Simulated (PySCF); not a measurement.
# C2H11AlO2Si: the cost of one run

The runs use PySCF 2.14.0, with density-fitted response routines of our own; the level of theory stands in each step. All values are computed, except where a source is named. Atoms are numbered from 0 throughout.

## Step 1: The molecule as given

17 atoms, charge 0, multiplicity 1; geometry from: GFN2-xTB. The atoms were then displaced at random by about 0.03 Å, so the start is not that level's minimum.

Bonds of the start (Å): C0–O1 1.47, O1–C2 1.45, O1–Al3 2.01, Al3–O4 1.63, O4–Si5 1.60, C0–H6 1.08, C0–H7 1.10, C0–H8 1.00, C2–H9 1.10, C2–H10 1.12, C2–H11 1.01, Al3–H12 1.63, Al3–H13 1.62, Si5–H14 1.48, Si5–H15 1.44, Si5–H16 1.48.

## Step 2: Relaxing the molecule at PBE0-D3(BJ)/def2-SVP

The job: settings as JSON, then the geometry in Å.

```
{"job": {"xc": "PBE0", "basis": "def2-SVP", "d3": "d3bj", "grid": 1, "shake": 0.03, "kind": "geom"}, "charge": 0, "multiplicity": 1}
C     -1.057190    -1.287710     0.151620
O     -1.050740     0.183190     0.184040
C     -2.342440     0.838490     0.231710
Al     0.568050     1.371330     0.112870
O      1.729610     0.224030     0.128670
Si     2.982680    -0.761070     0.205850
H     -1.597220    -1.605210     1.027740
H     -1.605120    -1.518220    -0.775140
H     -0.101050    -1.563810     0.170010
H     -2.075000     1.905120     0.325390
H     -2.851570     0.539710     1.185680
H     -2.867970     0.623980    -0.605860
H      0.087780     2.090400    -1.265970
H      0.158860     2.172150     1.455370
H      3.375650    -0.970600     1.614770
H      2.523470    -2.022760    -0.300930
H      4.079660    -0.195550    -0.612110
```

Command:

```
$ OMP_NUM_THREADS=1 python probes_run.py task.json out
```

One launch serves the whole session: the jobs run in the order shown.

Q: Estimate the wall time and peak memory of this first job on 1 thread of Arm Neoverse V1, shared host.

About 3.2 min, with a peak of 0.56 GiB.
